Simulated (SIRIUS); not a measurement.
B2Pd3, 5 atoms in the cell. Symmetry: Pm-3m, No. 221, cubic system. Conventional cell: a = 4.082 Å, b = 4.082 Å, c = 4.082 Å, α = 90.00°, β = 90.00°, γ = 90.00°. Around B (site symmetry m-3m) lie 12 Pd at 2.89 Å. B (site symmetry m-3m) has 6 Pd at 2.04 Å as nearest neighbours. Around Pd (site symmetry 4/mmm) lie 2 B at 2.04 Å. The cell was built by a generator and needn't be a form met in nature.

| Quantity | Value |
| --- | --- |
| Program | SIRIUS 7.10.0 |
| Task | single point |
| Functional | PBE |
| Potentials or basis | GBRV 1.5 PBE (ultrasoft) |
| Cutoff | 557 eV |
| Density cutoff | 5442 eV |
| k mesh | 5 × 5 × 5 |
| Occupations | fermi-dirac, width 0.05 eV |
| Spin | no spin polarisation |
| Libxc names | ["XC_GGA_X_PBE", "XC_GGA_C_PBE"] |
| Energy tol | 1e-08 Ha |
| Density tol | 1e-06 |
| Mixer | anderson |
| Mixing beta | 0.7 |
| Max scf | 100 |

Potentials or basis: GBRV 1.5 PBE (ultrasoft).

Run with:

```sh
$ upf_to_json b_pbe_v1.4.uspp.F.UPF
$ upf_to_json pd_pbe_v1.4.uspp.F.UPF
$ OMP_NUM_THREADS=1 sirius.scf --input=sirius.json --output=out.json --task=0
```

Hardware: 1 thread of Arm Neoverse N1, with other jobs on the host.

Problem. How long does it take, and how much memory?

Solution. Wall time 57 s on 1 thread of Arm Neoverse N1 (shared host), peak memory 0.41 GiB. Counts: scf iterations 12, k points 10, plane waves 2007, bands 38.
